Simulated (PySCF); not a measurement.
# C5H5O2Si−: excited states, first hyperpolarisability

Aim: compute the excited states, first hyperpolarisability of C5H5O2Si− (`O=CC1=CC=C([O-])[SiH2]1`).

Programs: PySCF 2.14.0, with routines of our own; each step states its level. All values are computed. Atoms count from 0.

## Step 1: The system as given

13 atoms, charge -1, multiplicity 1; geometry from: GFN2-xTB.

## Step 2: Geometry optimisation at PBE0-D3(BJ)/def2-SVP

What the job is given:

```
{"job": {"xc": "PBE0", "basis": "def2-SVP", "d3": "d3bj", "grid": 2, "kind": "geom"}, "charge": -1, "multiplicity": 1}
O     -2.978719     0.297841    -0.873057
C     -2.070805     0.759624    -0.171868
C     -0.759065     0.294065    -0.049711
C      0.192458     0.900482     0.781421
C      1.465255     0.378655     0.840401
C      1.709223    -0.763268     0.027878
O      2.784716    -1.375750    -0.061127
Si     0.050477    -1.157139    -0.892297
H     -2.297122     1.665472     0.455832
H     -0.076833     1.773816     1.372387
H      2.239980     0.807555     1.464686
H     -0.464490    -2.494642    -0.557550
H      0.200536    -1.086226    -2.354723
```

Launch:

```
> OMP_NUM_THREADS=1 python excited_run.py task.json out
```

The driver reads the jobs from task.json and runs them one after another.

What it wrote:

```text
step   0  E = -632.66047702  max force = 0.024491
step   1  E = -632.66404975  max force = 0.002767
step   2  E = -632.66406708  max force = 0.001533
step   3  E = -632.66407008  max force = 0.001628
step   4  E = -632.66409172  max force = 0.000712
step   5  E = -632.66409621  max force = 0.000218
optimisation converged
```

It took 42 s on 1 thread of Arm Neoverse V2, shared host; peak memory 0.76 GiB.

Relaxation path:

| step | energy from step 0 (eV) | largest force component (eV/Å) |
| --- | --- | --- |
| 0 | 0.0000 | 1.2594 |
| 1 | -0.0972 | 0.1423 |
| 2 | -0.0977 | 0.0788 |
| 3 | -0.0978 | 0.0837 |
| 4 | -0.0984 | 0.0366 |
| 5 | -0.0985 | 0.0112 |

Distances of close pairs at the start and the end, largest changes first:

```csv
bond,before (Å),after (Å),change (Å)
Si7–H11,1.472,1.504,+0.032
Si7–H12,1.472,1.504,+0.032
C5–Si7,1.937,1.968,+0.030
C1–C2,1.397,1.419,+0.021
C4–C5,1.423,1.442,+0.019
C3–C4,1.377,1.396,+0.019
C3–H9,1.088,1.102,+0.014
C2–Si7,1.863,1.850,-0.014
```

The next job starts from the end point, and lists it.

```csv
at the end point,value
point group (found at 0.08 Å tolerance),Cs
"rotational constants (GHz, main isotopes)","4.333, 1.104, 0.889"
```

## Step 3: Excited states: TDA wB97X-D/def2-TZVP

What the job is given:

```
{"job": {"kind": "states", "xc": "wB97X-D", "basis": "def2-TZVP", "tda": true, "soc": true, "nstates": 6, "ntriplets": 5, "nquad": 4}, "charge": -1, "multiplicity": 1}
O     -3.089243     0.698105    -0.326584
C     -2.163634     1.128909     0.358043
C     -0.837648     0.635712     0.463379
C      0.134132     1.231328     1.293885
C      1.434166     0.730673     1.382037
C      1.717565    -0.428620     0.572892
O      2.780870    -1.041607     0.483989
Si     0.015634    -0.792363    -0.345094
H     -2.343914     2.041135     1.009720
H     -0.149318     2.116774     1.886364
H      2.204348     1.177113     2.019754
H     -0.519563    -2.162624    -0.032088
H      0.150951    -0.737879    -1.841981
```

With the program's defaults for keys left out, this is: TDA wB97X-D/def2-TZVP excited states, vertical, gas phase, spin-orbit mean-field couplings.

What it wrote:

```text
coarse grid: 12328 points
cycle   1  E = -633.2489685902  dE =  1.434e+00  |g| = 1.190e+00  |ddm| = 3.115e+00
cycle   2  E = -632.8141467270  dE =  4.348e-01  |g| = 1.984e+00  |ddm| = 8.264e+00
cycle   3  E = -633.5307927546  dE = -7.166e-01  |g| = 1.552e-01  |ddm| = 6.029e+00
cycle   4  E = -633.5361343116  dE = -5.342e-03  |g| = 7.889e-02  |ddm| = 2.011e-01
cycle   5  E = -633.5376639844  dE = -1.530e-03  |g| = 1.578e-02  |ddm| = 9.983e-02
cycle   6  E = -633.5377411029  dE = -7.712e-05  |g| = 8.934e-03  |ddm| = 4.011e-02
cycle   7  E = -633.5377642959  dE = -2.319e-05  |g| = 3.412e-03  |ddm| = 2.804e-02
cycle   8  E = -633.5377697446  dE = -5.449e-06  |g| = 1.496e-03  |ddm| = 1.235e-02
final grid: 117248 points
cycle   9  E = -633.5249299869  dE = -1.451e-04  |g| = 5.503e-03  |ddm| = 1.100e-01
cycle  10  E = -633.5249328371  dE = -2.850e-06  |g| = 4.167e-03  |ddm| = 1.847e-02
cycle  11  E = -633.5249357812  dE = -2.944e-06  |g| = 1.197e-03  |ddm| = 5.695e-03
cycle  12  E = -633.5249360388  dE = -2.575e-07  |g| = 5.324e-04  |ddm| = 2.795e-03
cycle  13  E = -633.5249361189  dE = -8.010e-08  |g| = 1.760e-04  |ddm| = 1.542e-03
cycle  14  E = -633.5249361351  dE = -1.624e-08  |g| = 5.643e-05  |ddm| = 7.612e-04
cycle  15  E = -633.5249361397  dE = -4.643e-09  |g| = 4.748e-05  |ddm| = 3.997e-04
cycle  16  E = -633.5249361409  dE = -1.165e-09  |g| = 1.385e-05  |ddm| = 2.510e-04
cycle  17  E = -633.5249361411  dE = -2.049e-10  |g| = 7.320e-06  |ddm| = 6.175e-05
converged SCF energy = -633.5249361411

Singlet excitations
state   eV       nm        f     d(h-e)  d(exc)  Lambda  PR(NTO)  |dmu|/D   mu/D   main configurations
  1   3.2666   379.6   0.00173   1.053   2.814   0.492   1.011    2.408    2.738   H-1->L 0.92
  2   3.5603   348.2   0.23974   0.798   3.087   0.658   1.109    1.795    3.531   H->L 0.89
  3   4.5753   271.0   0.00074   1.685   3.136   0.364   1.026    4.345    4.353   H-2->L 0.64, H-2->L+1 0.30
  4   5.2614   235.6   0.00095   1.707   3.615   0.279   1.009    5.269    7.361   H->L+2 0.97
  5   5.5431   223.7   0.40617   1.032   3.297   0.668   1.240                     H->L+1 0.85
  6   5.8577   211.7   0.00097   1.411   3.776   0.290   1.020                     H->L+3 0.87

Triplet excitations (Tamm-Dancoff)
state   eV     d(h-e)  d(exc)  Lambda  PR(NTO)   main configurations
  1   2.2365   0.253   3.053   0.669   1.018   H->L 0.98
  2   2.8052   0.947   2.721   0.489   1.008   H-1->L 0.89
  3   3.9594   0.606   3.011   0.699   1.147   H->L+1 0.91
  4   4.2065   1.511   2.978   0.372   1.017   H-2->L 0.56, H-2->L+1 0.38
  5   5.1763   0.242   2.888   0.767   1.242   H-3->L 0.82
S1 - T1 = 1.0301 eV

Spin-orbit couplings |<S|Hso|T>| (cm-1)
             T1       T2       T3       T4       T5
S0        0.066   37.569    0.252   45.081    0.243
S1       18.155    0.550    9.130    3.684   18.777
S2        0.073   19.206    0.055   13.271    0.090
S3       17.286    4.639   16.937    0.144    7.671
S4        5.818    0.307   10.440    0.170    3.858
S5        0.009    2.416    0.043   18.525    0.058
S6        2.835    0.049    3.842    0.089    1.094
T1 sublevels (cm-1): 0.000 0.001 0.032   radiative rates (1/s): 0.00453 0.065 1.34
```

Wall time 60 s (1 thread of Arm Neoverse V2, shared host); peak memory 1.1 GiB.

From this job:

```
  quantity    value
S1 less T1  1.03 eV
```

The fields below are evaluated on a grid from the run's orbitals.

Frontier orbitals at wB97X-D/def2-TZVP, with the share of their density that lies nearest to each atom:

```csv
orbital,energy (eV),lies on
HOMO,-2.95,"C2, C4 about 28 % each; O0 13 %; O6 11 %"
LUMO,4.42,"C3, C5 about 23 % each; O6 15 %; C1 7 %"
```

ELF in a plane through or near 11 of the atoms.

Ten even steps from ' ' (0.00) to '@' (1.00):
```
                                                        
                                                        
                                                        
              ..==++::    ..**%%**..                    
            --##@@@@%%..  --@@@@@@==                    
            **@@@@@@@@--..++@@@@@@--  --%%%%==          
            ::##@@@@@@++==**@@@@%%  ..@@@@@@%%::        
                ==**----@@==--++::  ++@@@@@@%%..        
      ..====..  ::##::::%%--==%%==::++@@@@@@==          
      ==##%%%%**====##==..::**--::%%::--++--..          
      ==%%%%++****@@--**::==##....%%--::##******==..    
      --##%%**##****@@%%....##@@**::::##::--%%%%++..    
      ::**%%%%##::==%%::%%##..##==  ::%%##**%%##==      
        --++++--    ::..::==  ....  ::##%%%%**--..      
          ....      ..::------..      ==++==::..        
                      ..::::::..                        
                          ..                            
                                                        
                                                        
                                                        
```
The map spans 11.4 Å across and 9.8 Å up, centred on the molecule. Atoms in the plane (x, y in Å): O0 (3.0, -0.9), C1 (2.3, 0.0), C2 (0.8, 0.0), C3 (0.1, 1.2), C4 (-1.3, 1.1), C5 (-1.9, -0.2), O6 (-3.1, -0.5), Si7 (-0.4, -1.4), H8 (2.7, 1.1), H9 (0.6, 2.2), H10 (-2.0, 2.0).

On the surface of density 0.002 e/bohr³ the electrostatic potential runs, from the 1st to the 99th percentile, from -5.28 V near O0 to -2.40 V near H9.

## Step 4: Excited states: TDDFT CAM-B3LYP/aug-cc-pVDZ

The job, as its differences from that of step 3:

```diff
@@ -1,2 +1,2 @@
-{"job": {"kind": "states", "xc": "wB97X-D", "basis": "def2-TZVP", "tda": true, "soc": true, "nstates": 6, "ntriplets": 5, "nquad": 4}, "charge": -1, "multiplicity": 1}
+{"job": {"kind": "states", "xc": "CAM-B3LYP", "basis": "aug-cc-pVDZ", "tpa": true, "nstates": 8, "nquad": 6, "ntriplets": 0}, "charge": -1, "multiplicity": 1}
 O     -3.089243     0.698105    -0.326584
```

Method: TDDFT CAM-B3LYP/aug-cc-pVDZ excited states, vertical, gas phase, two-photon moments by quadratic response.

What it wrote:

```text
coarse grid: 12328 points
cycle   1  E = -633.1126736764  dE =  1.434e+00  |g| = 1.109e+00  |ddm| = 1.706e+01
cycle   2  E = -632.5161280564  dE =  5.965e-01  |g| = 2.084e+00  |ddm| = 1.228e+01
cycle   3  E = -633.3711779013  dE = -8.550e-01  |g| = 1.740e-01  |ddm| = 8.811e+00
cycle   4  E = -633.3777390657  dE = -6.561e-03  |g| = 9.379e-02  |ddm| = 9.300e-01
cycle   5  E = -633.3800331539  dE = -2.294e-03  |g| = 1.391e-02  |ddm| = 4.035e-01
cycle   6  E = -633.3800846853  dE = -5.153e-05  |g| = 8.225e-03  |ddm| = 9.855e-02
cycle   7  E = -633.3801021876  dE = -1.750e-05  |g| = 3.106e-03  |ddm| = 3.077e-02
cycle   8  E = -633.3801054693  dE = -3.282e-06  |g| = 1.377e-03  |ddm| = 1.693e-02
final grid: 117248 points
cycle   9  E = -633.3994224224  dE = -1.112e-05  |g| = 3.087e-03  |ddm| = 1.997e-01
cycle  10  E = -633.3994211658  dE =  1.257e-06  |g| = 4.234e-03  |ddm| = 3.350e-02
cycle  11  E = -633.3994249326  dE = -3.767e-06  |g| = 7.521e-04  |ddm| = 1.183e-02
cycle  12  E = -633.3994250554  dE = -1.229e-07  |g| = 1.448e-04  |ddm| = 2.734e-03
cycle  13  E = -633.3994250697  dE = -1.429e-08  |g| = 9.407e-05  |ddm| = 1.540e-03
cycle  14  E = -633.3994250730  dE = -3.264e-09  |g| = 3.910e-05  |ddm| = 5.249e-04
cycle  15  E = -633.3994250740  dE = -9.907e-10  |g| = 1.974e-05  |ddm| = 2.810e-04
converged SCF energy = -633.3994250740

Singlet excitations
state   eV       nm        f     d(h-e)  d(exc)  Lambda  PR(NTO)  |dmu|/D   mu/D   delta(TPA)   sigma/GM   main configurations
  1   3.2683   379.4   0.00110   1.064   2.895   0.406   1.015    2.519    2.783        2.73      0.011   H-1->L+3 0.75, H-1->L+5 0.16
  2   3.3022   375.5   0.17974   0.725   3.208   0.542   1.158    1.803    3.509       91.10      0.364   H->L+3 0.80, H->L+5 0.14
  3   3.4737   356.9   0.00249   2.586   5.193   0.158   1.009   11.886    9.754      104.62      0.463   H->L 0.93
  4   4.0150   308.8   0.00509   2.678   5.850   0.127   1.017   12.673   10.559      168.45      0.995   H->L+1 0.95
  5   4.1500   298.8   0.00060   1.603   5.439   0.130   1.008    6.032    8.163       68.23      0.430   H->L+2 0.77, H->L+7 0.14
  6   4.2491   291.8   0.03163   0.223   5.109   0.413   1.016    0.563    2.178      197.05      1.303   H->L+5 0.82, H->L+3 0.14
  7   4.4381   279.4   0.00003   2.375   5.622   0.138   1.009                                            H->L+4 0.55, H->L+6 0.16, H->L+2 0.12
  8   4.5216   274.2   0.00007   1.076   4.386   0.227   2.031                                            H->L+7 0.28, H-2->L+3 0.20, H-2->L+9 0.13
```

It took 53 s on 1 thread of Arm Neoverse V2, shared host; peak memory 0.94 GiB.

## Step 5: First hyperpolarisability: quadratic response CAM-B3LYP/aug-cc-pVDZ

The job, as its differences from that of step 4:

```diff
@@ -1,2 +1,2 @@
-{"job": {"kind": "states", "xc": "CAM-B3LYP", "basis": "aug-cc-pVDZ", "tpa": true, "nstates": 8, "nquad": 6, "ntriplets": 0}, "charge": -1, "multiplicity": 1}
+{"job": {"kind": "beta", "xc": "CAM-B3LYP", "basis": "aug-cc-pVDZ"}, "charge": -1, "multiplicity": 1}
 O     -3.089243     0.698105    -0.326584
```

With the program's defaults for keys left out, this is: quadratic response CAM-B3LYP/aug-cc-pVDZ first hyperpolarisability, Taylor convention, gas phase.

What it wrote:

```text
coarse grid: 12328 points
cycle   1  E = -633.1126736764  dE =  1.434e+00  |g| = 1.109e+00  |ddm| = 1.706e+01
cycle   2  E = -632.5161280564  dE =  5.965e-01  |g| = 2.084e+00  |ddm| = 1.228e+01
cycle   3  E = -633.3711779013  dE = -8.550e-01  |g| = 1.740e-01  |ddm| = 8.811e+00
cycle   4  E = -633.3777390657  dE = -6.561e-03  |g| = 9.379e-02  |ddm| = 9.300e-01
cycle   5  E = -633.3800331539  dE = -2.294e-03  |g| = 1.391e-02  |ddm| = 4.035e-01
cycle   6  E = -633.3800846853  dE = -5.153e-05  |g| = 8.225e-03  |ddm| = 9.855e-02
cycle   7  E = -633.3801021876  dE = -1.750e-05  |g| = 3.106e-03  |ddm| = 3.077e-02
cycle   8  E = -633.3801054693  dE = -3.282e-06  |g| = 1.377e-03  |ddm| = 1.693e-02
final grid: 117248 points
cycle   9  E = -633.3994224224  dE = -1.112e-05  |g| = 3.087e-03  |ddm| = 1.997e-01
cycle  10  E = -633.3994211658  dE =  1.257e-06  |g| = 4.234e-03  |ddm| = 3.350e-02
cycle  11  E = -633.3994249326  dE = -3.767e-06  |g| = 7.521e-04  |ddm| = 1.183e-02
cycle  12  E = -633.3994250554  dE = -1.229e-07  |g| = 1.448e-04  |ddm| = 2.734e-03
cycle  13  E = -633.3994250697  dE = -1.429e-08  |g| = 9.407e-05  |ddm| = 1.540e-03
cycle  14  E = -633.3994250730  dE = -3.264e-09  |g| = 3.910e-05  |ddm| = 5.249e-04
cycle  15  E = -633.3994250740  dE = -9.907e-10  |g| = 1.974e-05  |ddm| = 2.810e-04
converged SCF energy = -633.3994250740

Lowest singlets (eV, f): 3.2683 0.0011  3.3022 0.1797  3.4737 0.0025

First hyperpolarisability (au)
process     nm      |vector|   parallel      HRS      DR
static         -      495.42    -282.87     245.41    3.22
shg       1907.0      533.10    -313.93     260.91    3.31
eope      1907.0      507.07    -292.68          -       -
shg       1064.0      702.75    -404.08     313.95    3.94
eope      1064.0      536.08    -316.28          -       -
```

Run time: 47 s. Hardware: 1 thread of Arm Neoverse V2, shared host; peak memory 0.95 GiB.

## Step 6: What came out

```
                                                   quantity                                                value
                                                point group                                                   Cs
                       rotational constants (main isotopes)                                 4.33, 1.10, 0.89 GHz
                 S1 less T1 (step 3, TDA wB97X-D/def2-TZVP)                                              1.03 eV
β vector (step 5, quadratic response CAM-B3LYP/aug-cc-pVDZ)  static 495, SHG 1907.0 nm 533, SHG 1064.0 nm 703 au
```

What this shows: Relaxing lowered the energy by 0.098 eV in 5 steps; the close pair that moved most is Si7–H11, from 1.472 to 1.504 Å. No frequency check was run at this level, so the end point may be a saddle. For an anion in the gas phase, states above the energy of detachment are held by the basis alone, so excitations and responses hang on it. In step 3, the number of triplets below S1 is 2, and the largest singlet-triplet spin-orbit coupling is S0–T4, 45.08 cm⁻¹. β grows from 495 au (static) to 703 au for doubling at 1064.0 nm: normal dispersion, which grows as twice the photon energy moves toward the bright states.
